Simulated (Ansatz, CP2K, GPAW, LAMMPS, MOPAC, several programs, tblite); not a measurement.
## What each method gives for BN (P6_3/mmc)

BN (started from an entry of an open crystallographic database), relaxed with r2SCAN+rVV10 in Ansatz, was computed with several methods. It is hexagonal, P6_3/mmc (No. 194); a = 2.501 Å, c = 6.524 Å in the conventional setting, 8.83 Å³ an atom. Around B lie 3 N at 1.44 Å; around N lie 3 B at 1.44 Å. The values are computed, spin-unpolarised, and not measurements.

```yaml
crystal:
  lattice:
    - [2.50058, 0.00000, 0.00000]
    - [-1.25029, 2.16557, 0.00000]
    - [0.00000, 0.00000, 6.52364]
  atoms:
    - { symbol: B, position: [0.33333, 0.66667, 0.25000] }
    - { symbol: B, position: [0.66667, 0.33333, 0.75000] }
    - { symbol: N, position: [0.33333, 0.66667, 0.75000] }
    - { symbol: N, position: [0.66667, 0.33333, 0.25000] }
```

Gaps and times are for a single point on this cell; volume and bulk modulus come from each method's own relaxation or energy curve at fixed shape, which is too stiff where a cell has free coordinates or axes. Times are rough, from shared hosts (Intel Xeon 6975P-C), and each method has its own mesh and cell size. A double dagger marks a value from a curve with shape and coordinates held. PM6 (MOPAC), PM7 (MOPAC), GFN1-xTB (tblite), GFN2-xTB (tblite) treat a cluster of cells at its zone centre, which samples few k points: where these miss a band edge, the gap comes out too large for that reason alone. Gaps from k meshes are read at a limited set of points (mesh, symmetry points, PBE's band edges), so each method's own least gap may be somewhat smaller. Force fields have no electrons; where one was fitted to this phase, its volume and modulus reflect the fit. xTB and the PM methods were fitted mostly to molecules, and can miss a solid's gap by electronvolts. Minimal bases can be far off for gaps. Curves at held shape can't give the bulk modulus of a layered or molecular crystal, so none is listed. GLLB-SC's gap includes the derivative discontinuity. d marks a direct gap, i an indirect one (no mark: not told apart), a dash a value that wasn't computed or didn't pass its checks.

```csv
method,kind,gap (eV),own volume (Å³/atom),bulk modulus (GPa),atoms computed,processor time
BN.extep (LAMMPS),force field,–,8.86,–,4,0.12 s
BNC.tersoff (LAMMPS),force field,–,8.81,–,4,0.14 s
light PBE (260 eV and a coarse mesh),light plane-wave,4.16 i,–,–,4,0.37 s
PBE,semilocal,4.21 i,–,–,4,1.1 s
non-self-consistent DFTB (CP2K),tight binding,3.95 d,–,–,4,1.3 s
r2SCAN,semilocal,4.76 i,–,–,4,2.2 s
GFN1-xTB (tblite),tight binding,5.15,8.88‡,–,128,3.4 s
PM6 (MOPAC),semi-empirical,9.68,–,–,128,7.3 s
PM7 (MOPAC),semi-empirical,8.24,9.17‡,–,128,8.4 s
GLLB-SC (GPAW),model potential,7.02,–,–,4,11 s
GFN2-xTB (tblite),tight binding,5.05,8.96‡,–,128,13 s
PBE/SZV (CP2K),small basis,4.53 i,9.53‡,–,4,15 s
PBE/single zeta (GPAW),small basis,4.32 i,–,–,4,25 s
PBE/DZVP (CP2K),small basis,4.24 i,9.03‡,–,4,36 s
```

Against r2SCAN (4.76 eV) and with closed or daggered gaps left aside, the nearest gap at the points sampled is that of PBE/SZV (CP2K) (-0.23 eV) and the farthest that of PM6 (MOPAC) (+4.92 eV). r2SCAN is only a yardstick of convenience: semilocal gaps usually lie below measured ones, which GLLB-SC and hybrids aim to mend.

Relaxed on its own, the cell leaves this structure with non-self-consistent DFTB (CP2K), so no volume is listed.
